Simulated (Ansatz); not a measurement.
# C3H9B: the cost of one run

Program: Ansatz 0.2.0. Level of theory: RKS PBE/6-31G*. These are calculated values, not measurements.

## 1. The system as given

Bond lengths: B1–C2 1.600 Å, C2–H3 1.110 Å, C2–H4 1.110 Å, C2–H5 1.110 Å, B1–C6 1.600 Å, C6–H7 1.110 Å, C6–H8 1.110 Å, C6–H9 1.110 Å, B1–C10 1.600 Å, C10–H11 1.110 Å, C10–H12 1.110 Å, C10–H13 1.110 Å. Angles (14 of 21 angles, heavy atoms first): C2–B1–C6 120.0°, C2–B1–C10 120.0°, C6–B1–C10 120.0°, B1–C2–H3 109.5°, B1–C2–H4 109.5°, B1–C2–H5 109.5°, B1–C6–H7 109.5°, B1–C6–H8 109.5°, B1–C6–H9 109.5°, B1–C10–H11 109.5°, B1–C10–H12 109.5°, B1–C10–H13 109.5°, H3–C2–H4 109.4°, H3–C2–H5 109.4°.

Structure file:

```xyz
13

B     0.0000    0.0000    0.0000
C     0.0000    0.0000    1.6000
H    -0.9996   -0.3092    1.9705
H     0.7676   -0.7111    1.9705
H     0.2320    1.0203    1.9705
C     1.3856    0.0000   -0.8000
H     1.7152   -1.0462   -0.9702
H     1.2491    0.5080   -1.7774
H     2.1552    0.5381   -0.2082
C    -1.3856    0.0000   -0.8000
H    -1.9458   -0.9305   -0.5708
H    -1.9898    0.8797   -0.4946
H    -1.1839    0.0508   -1.8903
```

## 2. Preparing the start

input.yaml reads:

```yaml
crystal:
  periodic: [false, false, false]
  atoms:
    - { symbol: B, position_ang: [0.0, 0.0, 0.0] }
    - { symbol: C, position_ang: [0.0, 0.0, 1.6] }
    - { symbol: H, position_ang: [-0.9996, -0.3092, 1.9705] }
    - { symbol: H, position_ang: [0.7676, -0.7111, 1.9705] }
    - { symbol: H, position_ang: [0.232, 1.0203, 1.9705] }
    - { symbol: C, position_ang: [1.3856, 0.0, -0.8] }
    - { symbol: H, position_ang: [1.7152, -1.0462, -0.9702] }
    - { symbol: H, position_ang: [1.2491, 0.508, -1.7774] }
    - { symbol: H, position_ang: [2.1552, 0.5381, -0.2082] }
    - { symbol: C, position_ang: [-1.3856, 0.0, -0.8] }
    - { symbol: H, position_ang: [-1.9458, -0.9305, -0.5708] }
    - { symbol: H, position_ang: [-1.9898, 0.8797, -0.4946] }
    - { symbol: H, position_ang: [-1.1839, 0.0508, -1.8903] }
basis:
  gaussian: { orbitals: "6-31G*" }
hamiltonian:
  xc: pbe
relax:
  f_tol: 0.02
  max_steps: 40
output:
  orbitals: {}
```

Run with:

```
$ ansatz run input.yaml --threads 1 --pin off --max-ram 2048MiB --backend cpu --events-out ev --progress --plain --runs-dir out
```

What time and memory should one allow on 1 thread of Arm Neoverse V2, shared host?

About 31 s, with a peak of 0.094 GiB.
